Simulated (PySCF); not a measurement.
**GaF (triplet): basis, grid and Hamiltonian**

Which parts of the numerical set-up matter for GaF (triplet)? Each run edits the base script.

Method: each script names its method and basis; program: PySCF 2.14.0.

2 further runs of the same task are left out: 2 that didn't finish.

## 1. Where the work starts

GaF (triplet): 2 atoms, charge 0, spin multiplicity 3.

Bond lengths: Ga1–F2 1.911 Å.

## 2. The base run

input.py

```python
from pyscf import gto, scf, cc

mol = gto.M(
    atom='Ga 0 0 0; F 0 0 1.911',
    basis='pcseg-1',
    charge=0,
    spin=2,
    verbose=3,
)
mf = scf.UHF(mol)
mf.kernel()
mycc = cc.CCSD(mf, frozen=10)
mycc.kernel()
e = mycc.eeccsd(nroots=5)[0]
print('roots (eV) =', (e*27.211386).round(3))
mf.dip_moment()
print('orbital energies (hartree):', [e[max(0, n-3):n+3].round(4) for e, n in zip(mf.mo_energy, mol.nelec)])
```

Started as:

```sh
$ python input.py
```

Its log is not repeated here.

It gives: E(SCF) = -2022.339738 Eh, E(CCSD) − E(SCF) = -0.23139 Eh, ⟨S²⟩ = 2.006, μ = 3.72 D, excitation roots -3.785, 0.006, 0.008, 0.374, 2.058 eV.

The bond length is a typed value, not an optimised one. Spin-unrestricted EOM-EE roots include spin flips and other components of the reference, which can be negative or near zero. The triplet is typed in the script; nothing here shows that it is the ground state.

## 3. X2c-svpall (X2C on)

Edit 1 changes basis set: pcseg-1 → x2c-svpall; spin-free X2C: off → on.

input.py

```python
from pyscf import gto, scf, cc

mol = gto.M(
    atom='Ga 0 0 0; F 0 0 1.911',
    basis='x2c-svpall',
    charge=0,
    spin=2,
    verbose=3,
)
mf = scf.UHF(mol)
mf = mf.sfx2c1e()
mf.kernel()
mycc = cc.CCSD(mf, frozen=10)
mycc.kernel()
e = mycc.eeccsd(nroots=5)[0]
print('roots (eV) =', (e*27.211386).round(3))
mf.dip_moment()
print('orbital energies (hartree):', [e[max(0, n-3):n+3].round(4) for e, n in zip(mf.mo_energy, mol.nelec)])
```

Started as:

```sh
$ python input.py
```

## 4. Density fitting auto

Edit 2 changes density fitting: none → auto.

Changes to input.py since step 2:

```diff
@@ -10,2 +10,3 @@
 mf = scf.UHF(mol)
+mf = mf.density_fit()
 mf.kernel()
```

## 5. Cartesian functions on

Edit 3 changes Cartesian functions: off → on.

Changes to input.py since step 2:

```diff
@@ -7,2 +7,3 @@
     spin=2,
+    cart=True,
     verbose=3,
```

Before running it: what results should come out? Wanted: for each run, E(SCF); from base; gap, α spin; SCF dipole; after the SCF.

**Answer**, as computed:

| run | E(SCF) (hartree) | from base (eV) | gap, α spin (eV) | SCF dipole (D) | functions | after the SCF |
| --- | --- | --- | --- | --- | --- | --- |
| base | -2022.339738 | 0 | 6.97 | 3.72 | 41 | CCSD correlation -6.296 eV, core frozen, first root -3.79 eV |
| x2c-svpall (X2C on) | -2041.234296 | not comparable | 7.03 | 3.69 | 46 | CCSD correlation -9.649 eV, core frozen, first root -3.91 eV |
| density fitting auto | -2022.339778 | -0.0011 | 6.97 | 3.72 | 41 | CCSD correlation -6.296 eV, core frozen, first root -3.79 eV |
| Cartesian functions on | -2022.352453 | -0.3460 | 6.97 | 3.71 | n/a | CCSD correlation -6.355 eV, core frozen, first root -3.81 eV |

**Reading.** Of the runs whose energies can be compared, “Cartesian functions on” moves the SCF energy most (-0.346 eV).
